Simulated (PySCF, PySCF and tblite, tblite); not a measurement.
# C6H6FN: conformers and averaged spectra

Which conformers does C6H6FN (`Nc1ccc(F)cc1`) populate, and what do their averaged NMR parameters look like?

Computed with tblite 0.8.0 (tight binding) and PySCF 2.14.0 (DFT, with response routines of our own); each step states its level. Atoms count from 0 throughout.

## Step 1: The molecule as given

14 atoms, charge 0, multiplicity 1; geometry from: MMFF94s geometry.

Bonds of the start (Å): C1–C2 1.39, C1–C7 1.39, C2–C3 1.41, C2–H10 1.08, C3–C4 1.40, C3–H11 1.08, C4–C6 1.39, C4–F5 1.34, C6–C7 1.40, C6–H12 1.09, C7–H13 1.09, N0–C1 1.39, N0–H8 1.01, N0–H9 1.01.

## Step 2: GFN2-xTB relaxation, conformer 1

What the job is given:

```
{"job": {"xc": "GFN2-xTB", "basis": "xTB", "kind": "relax"}, "charge": 0, "multiplicity": 1}
N      2.311800     0.175300    -0.148200
C      0.922600     0.076900    -0.083500
C      0.142100     1.212700     0.059500
C     -1.257300     1.118300     0.146300
C     -1.850900    -0.146000     0.139100
F     -3.186800    -0.248700     0.224500
C     -1.078600    -1.290400     0.011000
C      0.316000    -1.177800    -0.079300
H      2.880400    -0.646300    -0.285500
H      2.743900     1.083500    -0.181600
H      0.588200     2.199400     0.079500
H     -1.878100     1.994100     0.253700
H     -1.565200    -2.264500     0.013600
H      0.911400    -2.086900    -0.171300
```

On the command line:

```bash
OMP_NUM_THREADS=1 python ens_run.py task.json out
```

The driver reads the study from task.json and runs its stages one after another.

What it wrote:

```text
step      E/eV     max force
  0    -640.66453    1.415
  1    -640.70525    0.795
  2    -640.71831    0.227
  3    -640.72405    0.197
  4    -640.72713    0.111
  5    -640.72789    0.091
  6    -640.72880    0.092
  7    -640.73003    0.134
  8    -640.73123    0.121
  9    -640.73202    0.100
 10    -640.73271    0.107
 11    -640.73405    0.159
 12    -640.73673    0.334
 13    -640.73950    0.313
 14    -640.74441    0.139
 15    -640.74521    0.099
 16    -640.74603    0.117
 17    -640.74644    0.078
 18    -640.74707    0.050
 19    -640.74721    0.043
 20    -640.74741    0.025
 21    -640.74741    0.025
 22    -640.74747    0.023
 23    -640.74765    0.027
 24    -640.74772    0.032
 25    -640.74785    0.029
 26    -640.74797    0.032
 27    -640.74815    0.044
 28    -640.74832    0.040
 29    -640.74847    0.034
 30    -640.74859    0.034
 31    -640.74871    0.027
 32    -640.74881    0.031
 33    -640.74888    0.023
 34    -640.74895    0.023
 35    -640.74901    0.024
 36    -640.74906    0.015
 37    -640.74908    0.009
 38    -640.74909    0.007
 39    -640.74910    0.006
 40    -640.74910    0.009
 41    -640.74911    0.007
 42    -640.74912    0.004
```

It took 0.23 s on 1 thread of Arm Neoverse V1, shared host.

Relaxing gained 0.085 eV and moved the atoms by 0.06 Å on average (rms).

## Step 3: Shieldings, conformer 1: KT2/pcSseg-1 in chloroform

What the job is given:

```
{"job": {"xc": "KT2", "basis": "pcSseg-1", "solvent": "chloroform", "kind": "nmr", "pop": true}, "charge": 0, "multiplicity": 1}
N      2.304862     0.171169    -0.026627
C      0.929810     0.069867    -0.026377
C      0.134404     1.212831     0.078898
C     -1.240276     1.111722     0.154068
C     -1.823322    -0.141369     0.121557
F     -3.172903    -0.244907     0.191126
C     -1.063151    -1.291292     0.016054
C      0.310897    -1.181510    -0.058762
H      2.814474    -0.622596    -0.378276
H      2.689754     1.065810    -0.281331
H      0.604398     2.184928     0.104390
H     -1.860405     1.990381     0.233743
H     -1.547341    -2.254526    -0.009585
H      0.918120    -2.070981    -0.141046
```

What it wrote:

```text
coarse grid: 12384 points
cycle   1  E = -393.0234310760  dE =  1.256e+00  |g| = 6.977e-01  |ddm| = 3.755e+00
cycle   2  E = -392.9187618258  dE =  1.047e-01  |g| = 1.047e+00  |ddm| = 1.608e+00
cycle   3  E = -393.1132477329  dE = -1.945e-01  |g| = 1.652e-01  |ddm| = 1.056e+00
cycle   4  E = -393.1197154606  dE = -6.468e-03  |g| = 4.173e-02  |ddm| = 1.964e-01
cycle   5  E = -393.1200861535  dE = -3.707e-04  |g| = 2.056e-02  |ddm| = 5.513e-02
cycle   6  E = -393.1201916334  dE = -1.055e-04  |g| = 3.757e-03  |ddm| = 2.505e-02
cycle   7  E = -393.1201946503  dE = -3.017e-06  |g| = 1.782e-03  |ddm| = 5.738e-03
final grid: 122080 points
cycle   8  E = -393.1511153606  dE = -2.272e-04  |g| = 2.670e-02  |ddm| = 1.178e-01
cycle   9  E = -393.1508302295  dE =  2.851e-04  |g| = 4.953e-02  |ddm| = 6.881e-02
cycle  10  E = -393.1512349088  dE = -4.047e-04  |g| = 2.467e-03  |ddm| = 4.817e-02
cycle  11  E = -393.1512360684  dE = -1.160e-06  |g| = 7.346e-04  |ddm| = 2.851e-03
cycle  12  E = -393.1512361813  dE = -1.128e-07  |g| = 2.886e-04  |ddm| = 8.844e-04
cycle  13  E = -393.1512362029  dE = -2.163e-08  |g| = 9.546e-05  |ddm| = 3.708e-04
cycle  14  E = -393.1512362051  dE = -2.199e-09  |g| = 3.639e-05  |ddm| = 1.274e-04
cycle  15  E = -393.1512362055  dE = -3.472e-10  |g| = 3.451e-06  |ddm| = 3.599e-05
converged SCF energy = -393.1512362055

GIAO shielding tensors (ppm)
atom      isotropic    diamagn.    paramagn.     s11        s22        s33       span
  0 N      190.089     316.689    -126.600    156.231    162.933    251.102     94.871
  1 C       46.002     254.531    -208.530    -30.125     18.597    149.533    179.658
  2 C       78.062     254.712    -176.650      3.600     70.902    159.683    156.083
  3 C       74.205     256.175    -181.970     -3.537     62.077    164.075    167.612
  4 C       30.084     254.491    -224.407    -32.209     42.506     79.957    112.166
  5 F      297.812     477.597    -179.785    232.645    319.671    341.119    108.474
  6 C       74.203     256.174    -181.971     -3.531     62.066    164.074    167.606
  7 C       78.037     254.711    -176.674      3.547     70.902    159.662    156.115
  8 H       27.941      31.113      -3.172     21.408     26.606     35.808     14.401
  9 H       27.940      31.112      -3.172     21.404     26.608     35.810     14.406
 10 H       25.055      32.140      -7.086     21.321     25.777     28.065      6.744
 11 H       24.700      29.842      -5.143     21.643     25.663     26.793      5.150
 12 H       24.701      29.843      -5.142     21.643     25.665     26.795      5.152
 13 H       25.052      32.140      -7.087     21.320     25.773     28.063      6.743
```

Wall time 21 s (1 thread of Arm Neoverse V1, shared host); peak memory 0.89 GiB.

Key values: HOMO -4.82 eV, LUMO -1.17 eV; dipole 3.93 D.

The fields below are evaluated on a grid from the run's orbitals.

Frontier orbitals at KT2/pcSseg-1, with the share of their density that lies nearest to each atom:

```csv
orbital,energy (eV),lies on
HOMO,-4.82,"N0 28 %; C4 17 %; C1, C2, C7 about 11 % each"
LUMO,-1.17,4 C atoms about 18 % each
```

ELF in a plane through or near 14 of the atoms.

Values, 10 rows by 14 columns:
```
0.00 0.00 0.00 0.00 0.00 0.00 0.00 0.00 0.00 0.00 0.00 0.00 0.00 0.00
0.00 0.00 0.00 0.00 0.00 0.01 0.02 0.00 0.00 0.01 0.00 0.00 0.00 0.00
0.00 0.00 0.00 0.00 0.01 0.97 0.99 0.17 0.58 0.99 0.60 0.00 0.00 0.00
0.00 0.00 0.01 0.82 0.20 0.52 0.90 0.57 0.51 0.94 0.07 0.01 0.00 0.00
0.00 0.00 0.08 0.94 0.85 0.24 0.76 0.54 0.37 0.79 0.30 0.69 0.07 0.00
0.00 0.00 0.02 0.57 0.13 0.73 0.46 0.20 0.44 0.36 0.76 0.85 0.13 0.00
0.00 0.00 0.08 0.95 0.76 0.10 0.22 0.37 0.36 0.59 0.04 0.30 0.01 0.00
0.00 0.00 0.00 0.01 0.00 0.97 1.00 0.33 0.73 1.00 0.72 0.00 0.00 0.00
0.00 0.00 0.00 0.00 0.00 0.37 0.64 0.02 0.07 0.68 0.03 0.00 0.00 0.00
0.00 0.00 0.00 0.00 0.00 0.00 0.00 0.00 0.00 0.00 0.00 0.00 0.00 0.00
```
The map spans 11.6 Å across and 9.5 Å up, centred on the molecule. Atoms in the plane (x, y in Å): N0 (-2.3, 0.0), C1 (-0.9, 0.0), C2 (-0.2, 1.2), C3 (1.2, 1.2), C4 (1.8, 0.0), F5 (3.2, 0.0), C6 (1.2, -1.2), C7 (-0.2, -1.2), H8 (-2.8, -0.8), H9 (-2.8, 0.8), H10 (-0.8, 2.1), H11 (1.7, 2.1), H12 (1.7, -2.1), H13 (-0.8, -2.1).

On the surface of density 0.002 e/bohr³ the electrostatic potential runs, from the 1st to the 99th percentile, from -1.07 V near F5 to 2.12 V near H9.

## Step 4: Single-point energy, conformer 1: B3LYP/def2-SVP in chloroform

Changed since step 3:

```diff
@@ -1,2 +1,2 @@
-{"job": {"xc": "KT2", "basis": "pcSseg-1", "solvent": "chloroform", "kind": "nmr", "pop": true}, "charge": 0, "multiplicity": 1}
+{"job": {"xc": "B3LYP", "basis": "def2-SVP", "solvent": "chloroform", "kind": "sp"}, "charge": 0, "multiplicity": 1}
 N      2.304862     0.171169    -0.026627
```

What it wrote:

```text
coarse grid: 12384 points
cycle   1  E = -386.4325758522  dE =  1.341e+00  |g| = 5.767e-01  |ddm| = 5.010e+00
cycle   2  E = -386.4026140434  dE =  2.996e-02  |g| = 7.198e-01  |ddm| = 1.329e+00
cycle   3  E = -386.4987011929  dE = -9.609e-02  |g| = 9.880e-02  |ddm| = 7.148e-01
cycle   4  E = -386.5009740982  dE = -2.273e-03  |g| = 3.164e-02  |ddm| = 1.361e-01
cycle   5  E = -386.5012086657  dE = -2.346e-04  |g| = 1.107e-02  |ddm| = 4.166e-02
cycle   6  E = -386.5012389751  dE = -3.031e-05  |g| = 2.354e-03  |ddm| = 1.430e-02
cycle   7  E = -386.5012403393  dE = -1.364e-06  |g| = 6.182e-04  |ddm| = 3.336e-03
final grid: 122080 points
cycle   8  E = -386.5642060238  dE = -3.763e-05  |g| = 6.725e-03  |ddm| = 4.391e-02
cycle   9  E = -386.5641991946  dE =  6.829e-06  |g| = 9.181e-03  |ddm| = 1.582e-02
cycle  10  E = -386.5642161903  dE = -1.700e-05  |g| = 8.901e-04  |ddm| = 9.833e-03
cycle  11  E = -386.5642163458  dE = -1.555e-07  |g| = 1.007e-04  |ddm| = 1.080e-03
cycle  12  E = -386.5642163473  dE = -1.526e-09  |g| = 5.058e-05  |ddm| = 1.492e-04
cycle  13  E = -386.5642163479  dE = -5.599e-10  |g| = 1.844e-05  |ddm| = 6.743e-05
converged SCF energy = -386.5642163479
```

Wall time 6.2 s (1 thread of Arm Neoverse V1, shared host); peak memory 0.71 GiB.

In short: HOMO -5.44 eV, LUMO -0.29 eV; dipole 3.94 D.

## Step 5: Excited states, conformer 1: PBE0/def2-SVPD in chloroform

Changed since step 4:

```diff
@@ -1,2 +1,2 @@
-{"job": {"xc": "B3LYP", "basis": "def2-SVP", "solvent": "chloroform", "kind": "sp"}, "charge": 0, "multiplicity": 1}
+{"job": {"xc": "PBE0", "basis": "def2-SVPD", "nstates": 6, "ntriplets": 0, "solvent": "chloroform", "kind": "uv"}, "charge": 0, "multiplicity": 1}
 N      2.304862     0.171169    -0.026627
```

What it wrote:

```text
coarse grid: 12384 points
cycle   1  E = -386.0599173370  dE =  1.389e+00  |g| = 4.855e-01  |ddm| = 9.265e+00
cycle   2  E = -386.0474424501  dE =  1.247e-02  |g| = 5.703e-01  |ddm| = 2.397e+00
cycle   3  E = -386.1091338764  dE = -6.169e-02  |g| = 7.733e-02  |ddm| = 1.046e+00
cycle   4  E = -386.1103290888  dE = -1.195e-03  |g| = 3.246e-02  |ddm| = 2.481e-01
cycle   5  E = -386.1105894938  dE = -2.604e-04  |g| = 7.923e-03  |ddm| = 9.183e-02
cycle   6  E = -386.1106037199  dE = -1.423e-05  |g| = 2.471e-03  |ddm| = 2.854e-02
cycle   7  E = -386.1106052507  dE = -1.531e-06  |g| = 4.729e-04  |ddm| = 6.863e-03
final grid: 122080 points
cycle   8  E = -386.1604398674  dE = -3.831e-05  |g| = 8.136e-03  |ddm| = 2.894e-01
cycle   9  E = -386.1604331536  dE =  6.714e-06  |g| = 1.033e-02  |ddm| = 4.361e-02
cycle  10  E = -386.1604554789  dE = -2.233e-05  |g| = 1.238e-03  |ddm| = 2.239e-02
cycle  11  E = -386.1604557699  dE = -2.911e-07  |g| = 1.581e-04  |ddm| = 2.231e-03
cycle  12  E = -386.1604557746  dE = -4.609e-09  |g| = 5.739e-05  |ddm| = 7.173e-04
cycle  13  E = -386.1604557751  dE = -5.803e-10  |g| = 3.167e-05  |ddm| = 2.091e-04
cycle  14  E = -386.1604557754  dE = -2.618e-10  |g| = 4.742e-06  |ddm| = 9.498e-05
converged SCF energy = -386.1604557754

Static polarisability (au): isotropic 98.476, principal 58.053 107.998 129.376

Singlet excitations
state   eV       nm        f      main configurations
  1   4.5338    273.5   0.06825   H->L 0.94
  2   5.5329    224.1   0.23060   H->L+1 0.90
  3   5.7262    216.5   0.00535   H->L+2 0.97
  4   6.2595    198.1   0.00023   H->L+3 0.97
  5   6.4462    192.3   0.00015   H->L+4 0.97
  6   6.5433    189.5   0.00533   H->L+5 0.97
```

Wall time 32 s (1 thread of Arm Neoverse V1, shared host); peak memory 0.93 GiB.

In short: HOMO -5.90 eV, LUMO -0.39 eV; dipole 3.97 D; S1 4.53 eV.

## Step 6: The ensemble: properties at KT2/pcSseg-1 in chloroform

What the job is given:

```
{"job": {"study": "conf", "smiles": "Nc1ccc(F)cc1", "search": {"seed": 3945, "n_embed": 60, "ff_keep": 14, "window": 3.0, "nmax": 5, "temps": [150, 200, 250, 298.15, 400], "t_ref": 298.15, "order": 0.002}, "level": {"nmr": {"xc": "KT2", "basis": "pcSseg-1", "solvent": "chloroform"}, "sp": {"xc": "B3LYP", "basis": "def2-SVP", "solvent": "chloroform"}, "uv": {"xc": "PBE0", "basis": "def2-SVPD", "nstates": 6, "ntriplets": 0, "solvent": "chloroform"}}, "kind": "conf"}, "charge": 0, "multiplicity": 1}
N      2.304862     0.171169    -0.026627
C      0.929810     0.069867    -0.026377
C      0.134404     1.212831     0.078898
C     -1.240276     1.111722     0.154068
C     -1.823322    -0.141369     0.121557
F     -3.172903    -0.244907     0.191126
C     -1.063151    -1.291292     0.016054
C      0.310897    -1.181510    -0.058762
H      2.814474    -0.622596    -0.378276
H      2.689754     1.065810    -0.281331
H      0.604398     2.184928     0.104390
H     -1.860405     1.990381     0.233743
H     -1.547341    -2.254526    -0.009585
H      0.918120    -2.070981    -0.141046
```

What it wrote:

```text
conformer  sym    E(xTB)   E(DFT)   G(298.15 K)  weight  dipole/D
    1     Cs      0.000    0.000    0.000   1.0000    3.941

mean shielding (ppm) by class
class atoms           150 K      200 K      250 K   298.15 K      400 K
  0 N  0            190.089    190.089    190.089    190.089    190.089
  1 C  1             46.002     46.002     46.002     46.002     46.002
  2 C  2,7           78.049     78.049     78.049     78.049     78.049
  3 C  3,6           74.204     74.204     74.204     74.204     74.204
  4 C  4             30.084     30.084     30.084     30.084     30.084
  5 F  5            297.812    297.812    297.812    297.812    297.812
  6 H  8,9            27.94      27.94      27.94      27.94      27.94
  7 H  10,13         25.053     25.053     25.053     25.053     25.053
  8 H  11,12           24.7       24.7       24.7       24.7       24.7
```

Wall time 60 s (1 thread of Arm Neoverse V1, shared host). This counts the runs that the step sums up.

The search (ETKDG and KDG, MMFF94s, GFN2-xTB) embedded 60 structures, kept 1 distinct ones after the force field and 1 after xTB; 1 was carried on (window 3.0 kcal/mol at the search's own energies). Energies: B3LYP/def2-SVP in chloroform with D3(BJ).

The conformers at 298 K:

```csv
no.,group,mirror pair,ΔE xTB,ΔE DFT,ΔG,weight (%),μ (D),H8–N0–C1–C2 (°),"A, B, C (GHz)"
1,Cs,no,0.00,0.00,0.00,100.0,3.94,-162,"5.64, 1.47, 1.16"
```

Energies in kcal/mol. ΔG holds xTB vibrations and rotation, symmetry numbers and mirror pairs.

Shifts against references run at the same level (1H TMS 31.60, 13C TMS 186.2 ppm of shielding), by class of atoms, at 298 K:

```csv
atoms,environment,average,measured
C4,aromatic carbon bearing fluorine,156.1,156.7
C1,aromatic carbon bearing nitrogen,140.2,–
"C3, C6",aromatic CH,112.0,–
"C2, C7",aromatic CH,108.2,–
"H11, H12",hydrogen on an aromatic CH,6.90,–
"H10, H13",hydrogen on an aromatic CH,6.55,–
"H8, H9",hydrogen on an aniline-type nitrogen,3.66,–
N0,aniline-type nitrogen,190.1 (σ),–
F5,aryl fluorine,297.8 (σ),–
```

Measured: solution, CDCl3; Viesser, Ducati, Tormena, Autschbach, PCCP 2018 (ESI).

Effective distances for nuclear Overhauser effects, ⟨r⁻⁶⟩^(−1/6) over all pairs of two classes (Å): H8···H10 2.65; H10···H11 2.77.

Lowest and brightest singlet by conformer (PBE0/def2-SVPD in chloroform): no. 1 4.53 and 5.53 eV.

## Step 7: What came out

```
                                        quantity                                                 value
                                      conformers  1; the first in weight is no. 1 (Cs), 100 % at 298 K
                         root-mean-square dipole                                                3.94 D
averaged 13C shifts (KT2/pcSseg-1 in chloroform)                        156.1, 140.2, 112.0, 108.2 ppm
 averaged 1H shifts (KT2/pcSseg-1 in chloroform)                                  6.90, 6.55, 3.66 ppm
```

The search found one conformer in the window, so the averages are its own values. Against 1 measured 13C shift the average misses by 0.6 ppm. Vibration is missing from the shifts, so part of that gap is not the functional's. Protons on O, N, S or Se exchange and bind to solvent, so their values hold for the lone molecule only.
